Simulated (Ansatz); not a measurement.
# InSb3: the cost of one run

Method: DFT PBE, scalar-relativistic, plane waves, PAW, in Ansatz 0.2.0.

1 further run of the same task is left out (it didn't finish).

## 1. The structure to begin with

Symmetry: P6_3/mmc, No. 194, hexagonal system. The conventional cell has a = 6.818 Å, b = 6.818 Å, c = 5.473 Å, α = 90.00°, β = 90.00°, γ = 120.00°. In (site symmetry -6m2) is surrounded by 12 Sb at 3.37 to 3.41 Å. Sb (site symmetry mm2) is surrounded by 4 In at 3.37 to 3.41 Å and 8 Sb at 3.37 to 3.42 Å.

Structure file:

```
In Sb
1.0
     6.81823    0.00000    0.00000
    -3.40912    5.90476    0.00000
     0.00000    0.00000    5.47268
In Sb
2 6
Cartesian
  0.0000 3.9365 1.3682
  3.4091 1.9683 4.1045
  3.4091 3.9326 1.3682
  -1.7011 4.9187 4.1045
  1.7080 0.9861 1.3682
  0.0000 1.9722 4.1045
  5.1103 0.9861 1.3682
  1.7011 4.9187 4.1045
```

(A quick probe on a coarse mesh, which set the mesh and smearing, is not shown.)

## 3. Full relaxation

File input.yaml:

```yaml
crystal:
  lattice:
    - [6.8182333571, 0.0, 0.0]
    - [-3.4091166786, 5.9047632962, 0.0]
    - [0.0, 0.0, 5.4726842701]
  atoms:
    - { symbol: In, position: [0.3333333333, 0.6666666667, 0.25] }
    - { symbol: In, position: [0.6666666667, 0.3333333333, 0.75] }
    - { symbol: Sb, position: [0.833, 0.666, 0.25] }
    - { symbol: Sb, position: [0.167, 0.833, 0.75] }
    - { symbol: Sb, position: [0.334, 0.167, 0.25] }
    - { symbol: Sb, position: [0.167, 0.334, 0.75] }
    - { symbol: Sb, position: [0.833, 0.167, 0.25] }
    - { symbol: Sb, position: [0.666, 0.833, 0.75] }
basis:
  ecutwfc: 420
kpoints:
  mp_grid: { grid: [6, 6, 8] }
hamiltonian:
  xc: pbe
scf:
  occupations: { method: gaussian, width: 0.1 }
output:
  forces: true
  stress: true
  eigenvalues: true
relax:
  adjacent_minimum: "off"
  f_tol: 0.01
  max_steps: 80
  cell: { stress_tol: 0.05 }
```

The run is started by

```sh
$ ansatz run input.yaml --threads 1 --pin off --max-ram 2560MiB --backend cpu --events-out ev --progress --plain --runs-dir out
```

Q: Estimate wall time and peak memory on 1 thread of Intel Xeon Platinum 8259CL at 2.50GHz (Skylake/Cascade Lake), shared host.

About 9.6 min, with a peak of 0.79 GiB.
